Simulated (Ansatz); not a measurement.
# AlF3H2O2: the cost of one run

Method: RKS r2SCAN/def2-SVP, in Ansatz 0.2.0.

## 1. Starting point

Bond lengths: Al1–F2 2.110 Å, Al1–F3 1.628 Å, Al1–F4 1.637 Å, Al1–O6 2.187 Å, Al1–O7 1.838 Å, O6–O7 1.445 Å, O7–H8 0.967 Å. Angles: F2–Al1–F3 109.6°, F2–Al1–F4 112.8°, F2–Al1–O6 67.7°, F2–Al1–O7 86.8°, F3–Al1–F4 120.6°, F3–Al1–O6 93.9°, F3–Al1–O7 122.6°, F4–Al1–O6 139.9°, F4–Al1–O7 99.6°, O6–Al1–O7 40.9°, Al1–O6–O7 56.4°, Al1–O7–O6 82.6°, Al1–O7–H8 156.9°, O6–O7–H8 104.5°.

Structure file:

```xyz
8

Al   -0.8386    0.1342   -0.2593
F    -0.4194   -1.5203    0.9808
F    -1.1249   -0.3796   -1.7775
F    -1.8284    1.2265    0.4516
H     0.5955   -1.2430    0.3951
O     1.2751   -0.4261   -0.3078
O     0.7883    0.8078    0.2663
H     1.5525    1.4004    0.2508
```

## 2. Pulling towards end A

Springs on the bonds that form and break draw the guess towards this end; the thresholds are loose.

File input.yaml:

```yaml
crystal:
  periodic: [false, false, false]
  atoms:
    - { symbol: Al, position_ang: [-0.8386, 0.1342, -0.2593] }
    - { symbol: F, position_ang: [-0.4194, -1.5203, 0.9808] }
    - { symbol: F, position_ang: [-1.1249, -0.3796, -1.7775] }
    - { symbol: F, position_ang: [-1.8284, 1.2265, 0.4516] }
    - { symbol: H, position_ang: [0.5955, -1.243, 0.3951] }
    - { symbol: O, position_ang: [1.2751, -0.4261, -0.3078] }
    - { symbol: O, position_ang: [0.7883, 0.8078, 0.2663] }
    - { symbol: H, position_ang: [1.5525, 1.4004, 0.2508] }
basis:
  gaussian: { orbitals: def2-SVP }
hamiltonian:
  xc: r2scan
relax:
  f_tol: 0.15
  max_steps: 25
  restrain:
    - { distance: [0, 5], at: 3.17, k: 30.0 }
    - { distance: [4, 1], at: 2.18, k: 30.0 }
    - { distance: [0, 1], at: 1.78, k: 30.0 }
    - { distance: [4, 5], at: 0.97, k: 30.0 }
```

Command:

```sh
$ ansatz run input.yaml --threads 2 --pin off --max-ram 3072MiB --backend cpu --events-out ev --progress --plain --runs-dir out
```

**Question.** How long does this run take on 2 threads of Arm Neoverse V1, shared host, and how much memory does it need?

About 37 s, with a peak of 0.16 GiB.
